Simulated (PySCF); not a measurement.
# C3H7B2F3: electronic excitations

What electronic excitations should C3H7B2F3 (`BC(B)CC(F)(F)F`) show?

The runs use PySCF 2.14.0, with density-fitted response routines of our own; the level of theory stands in each step. All values are computed, except where a source is named. Atoms are numbered from 0 throughout.

## Step 1: The starting structure

15 atoms, charge 0, multiplicity 1; geometry from: GFN2-xTB.

Bonds of the start (Å): B0–C1 1.57, C1–B2 1.57, C1–C3 1.54, C3–C4 1.51, C4–F5 1.34, C4–F6 1.35, C4–F7 1.35, B0–H8 1.17, B0–H9 1.17, C1–H10 1.10, B2–H11 1.17, B2–H12 1.17, C3–H13 1.09, C3–H14 1.09.

## Step 2: TDDFT and polarisability: CAM-B3LYP/def2-SVPD

What the job is given:

```
{"job": {"kind": "uv", "xc": "CAM-B3LYP", "basis": "def2-SVPD", "nstates": 8, "ntriplets": 3}, "charge": 0, "multiplicity": 1}
B     -0.830775     1.481749     0.209186
C     -0.549711    -0.057641     0.384661
B     -1.962182    -0.730678     0.238284
C      0.529640    -0.630090    -0.546681
C      1.899301    -0.103037    -0.176116
F      2.006135     1.230771    -0.273194
F      2.867424    -0.613737    -0.958995
F      2.239835    -0.414428     1.087594
H     -0.624201     2.001679    -0.815720
H     -1.287249     2.089487     1.094218
H     -0.244093    -0.220692     1.423568
H     -2.779801    -0.531099     1.046150
H     -2.196107    -1.419017    -0.676084
H      0.586700    -1.718726    -0.473748
H      0.340670    -0.356553    -1.585036
```

Level: TDDFT CAM-B3LYP/def2-SVPD, vertical, gas phase, core orbitals frozen in the response.

Command:

```
> OMP_NUM_THREADS=1 python probes_run.py task.json out
```

One launch serves the whole session: the jobs run in the order shown.

The program printed:

```text
coarse grid: 13032 points
cycle   1  E = -467.0120958181  dE =  1.038e+00  |g| = 8.985e-01  |ddm| = 5.930e+00
cycle   2  E = -466.9719991250  dE =  4.010e-02  |g| = 1.105e+00  |ddm| = 1.967e+00
cycle   3  E = -467.1644420885  dE = -1.924e-01  |g| = 6.013e-02  |ddm| = 1.002e+00
cycle   4  E = -467.1650214593  dE = -5.794e-04  |g| = 3.063e-02  |ddm| = 1.235e-01
cycle   5  E = -467.1652218248  dE = -2.004e-04  |g| = 5.160e-03  |ddm| = 5.512e-02
cycle   6  E = -467.1652290063  dE = -7.181e-06  |g| = 1.439e-03  |ddm| = 1.192e-02
final grid: 128456 points
cycle   7  E = -467.2361757402  dE = -4.414e-05  |g| = 5.622e-03  |ddm| = 8.532e-02
cycle   8  E = -467.2361745002  dE =  1.240e-06  |g| = 6.479e-03  |ddm| = 1.421e-02
cycle   9  E = -467.2361822647  dE = -7.764e-06  |g| = 3.831e-04  |ddm| = 5.959e-03
cycle  10  E = -467.2361822865  dE = -2.188e-08  |g| = 2.199e-04  |ddm| = 8.498e-04
cycle  11  E = -467.2361822968  dE = -1.030e-08  |g| = 2.803e-05  |ddm| = 3.647e-04
cycle  12  E = -467.2361822970  dE = -1.787e-10  |g| = 1.239e-05  |ddm| = 5.773e-05
converged SCF energy = -467.2361822970

Static polarisability (au): isotropic 65.144, principal 57.945 65.959 71.529

Singlet excitations
state   eV       nm        f      main configurations
  1   5.2532    236.0   0.01152   H->L 0.94
  2   5.5913    221.7   0.00066   H-1->L 0.90
  3   5.8683    211.3   0.00118   H-2->L 0.83, H-1->L+1 0.09
  4   6.3559    195.1   0.00308   H-3->L 0.72, H->L+1 0.15
  5   7.3513    168.7   0.01281   H->L+1 0.71, H-3->L 0.19
  6   7.8360    158.2   0.00381   H-2->L+1 0.20, H-1->L+1 0.20, H-4->L 0.19
  7   8.0351    154.3   0.00620   H-1->L+1 0.62, H-5->L 0.08
  8   8.4378    146.9   0.01390   H-4->L 0.50, H-2->L+1 0.35

Triplet excitations (Tamm-Dancoff, eV): 4.5754 5.0382 5.2578
```

It took 2.3 min on 1 thread of Intel Xeon at 2.50GHz, shared host; peak memory 1 GiB.

The orbitals next to the gap, with their largest atomic shares:

```
orbital      eV                       atoms
 HOMO−3  -11.81   C1 24 %, B2 14 %, B0 12 %
 HOMO−2  -11.50  B2 24 %, B0 20 %, H11 15 %
 HOMO−1  -10.97   B0 19 %, C1 16 %, C3 12 %
   HOMO  -10.65   C1 33 %, B0 20 %, B2 16 %
   LUMO   -1.45   B2 31 %, B0 24 %, C1 16 %
 LUMO+1    0.43   B2 33 %, B0 29 %, H12 7 %
 LUMO+2    1.09    B2 33 %, B0 26 %, C3 5 %
```

With each of the 8 states as a Gaussian band of 0.4 eV half-width at 1/e, the curve within the window shown has maxima at 235 nm (ε 480), 197 nm (ε 140), 167 nm (ε 580), 149 nm (ε 700) L/(mol cm). Beyond the last state computed it falls off for lack of states. The curve at chosen wavelengths:

```
 nm  ε (L/mol/cm)
142           333
147           669
152           665
157           546
162           530
167           581
172           479
177           261
182           120
187            99
192           126
197           139
202           131
206           123
211           134
216           183
221           270
226           375
231           459
236           484
241           444
246           358
251           256
256           166
261            98
266            53
```

Leading natural transition orbitals of singlet state 8: the hole lies on C3 22 %; F5, F7 about 15 % each; C4 14 %; the particle on B0 31 %; B2 24 %; H8, H9 about 8 % each.

Leading natural transition orbitals of singlet state 1: the hole lies on C1 34 %; B0, B2 about 15 % each; H12 10 %; the particle on B2 32 %; B0 25 %; H11, H12 about 9 % each.

Further results of this job:

```
           property  computed
  dipole moment (D)      2.19
polarisability (Å³)      9.65
 HOMO–LUMO gap (eV)      9.20
      −ε(HOMO) (eV)     10.65
```

Orbitals, density, ELF and potential are computed afterwards from the orbital file.

Frontier orbitals at CAM-B3LYP/def2-SVPD, with the share of their density that lies nearest to each atom:

```
orbital  energy (eV)                                                   lies on
   HOMO       -10.65  C1 33 %; B0, B2 about 14 % each; H12, H13 about 7 % each
   LUMO        -1.45                B2 30 %; B0 23 %; H11, H12 about 10 % each
```

ELF in a plane through or near 6 of the atoms.

Values, 10 rows by 14 columns:
```
0.00 0.00 0.00 0.00 0.00 0.00 0.00 0.00 0.00 0.00 0.00 0.00 0.00 0.00
0.00 0.00 0.00 0.00 0.00 0.00 0.00 0.00 0.00 0.00 0.00 0.00 0.00 0.00
0.00 0.00 0.00 0.00 0.00 0.70 0.91 0.03 0.25 0.96 0.54 0.01 0.00 0.00
0.00 0.00 0.10 0.47 0.05 0.90 0.99 0.19 0.56 0.99 0.71 0.10 0.01 0.00
0.00 0.02 0.46 0.76 0.44 0.67 0.56 0.70 0.77 0.38 0.70 0.72 0.09 0.00
0.00 0.01 0.43 0.68 0.39 0.68 0.38 0.63 0.79 0.51 0.43 0.56 0.03 0.00
0.00 0.00 0.00 0.26 0.67 0.84 0.06 0.35 0.57 0.41 0.04 0.00 0.00 0.00
0.00 0.00 0.00 0.15 0.52 0.44 0.01 0.21 0.85 0.99 0.75 0.00 0.00 0.00
0.00 0.00 0.00 0.00 0.00 0.00 0.00 0.03 0.29 0.61 0.11 0.00 0.00 0.00
0.00 0.00 0.00 0.00 0.00 0.00 0.00 0.00 0.00 0.00 0.00 0.00 0.00 0.00
```
The map spans 11.3 Å across and 9.5 Å up, centred on the molecule. Atoms in the plane (x, y in Å): B0 (0.9, -1.4), B2 (1.9, 0.9), C3 (-0.7, 0.7), F5 (-1.9, -1.3), F6 (-3.0, 0.5), H13 (-0.8, 1.7).

log10 of the density (e/Å³) in the same plane.

Ten even steps from '0' (-4.0) to '9' (1.3):
```
0000000000000000000000000000
0000000000000000000000000000
0000000000011101111110000000
0000000001222222223222100000
0000011123444433344443210000
0001123334566544556654321000
0012355545677655667765422100
0024567765678766677765432100
0124579876779776778766533100
0124679877777777776665432100
0124567778776777776554432100
0012345688765677765443221000
0001235799865568976543210000
0001235789765567876543200000
0000124566554456776543100000
0000012344433345665532100000
0000000112111233444322000000
0000000000001122232221000000
0000000000000001111100000000
0000000000000000000000000000
```
The map spans 11.3 Å across and 9.5 Å up, centred on the molecule. Atoms in the plane (x, y in Å): B0 (0.9, -1.4), B2 (1.9, 0.9), C3 (-0.7, 0.7), F5 (-1.9, -1.3), F6 (-3.0, 0.5), H13 (-0.8, 1.7).

On the surface of density 0.002 e/bohr³ the electrostatic potential runs, from the 1st to the 99th percentile, from -0.62 V near F6 to 2.04 V near B2.

## Step 3: Results

| quantity | value |
| --- | --- |
| lowest singlet (CAM-B3LYP/def2-SVPD) | 5.25 eV (236 nm), f = 0.012 |
| brightest single state of those computed | state 8, 8.44 eV, f = 0.014 |
| lowest triplet | 4.58 eV |
| surface potential, 1st and 99th percentile | -0.62 V and 2.04 V |

What this shows: The lowest singlet, at 5.25 eV, is HOMO→LUMO 0.94 and is weak; of the 8 states computed, the strongest absorption comes from state 8 at 8.44 eV (the last computed, so partners may be missing). The lowest triplet lies 0.68 eV below the lowest singlet (triplets in Tamm-Dancoff, singlets in full TDDFT). By nearest atom (CAM-B3LYP/def2-SVPD), the HOMO sits on C1 33 %; B0, B2 about 14 % each and the LUMO on B2 30 %; B0 23 %.
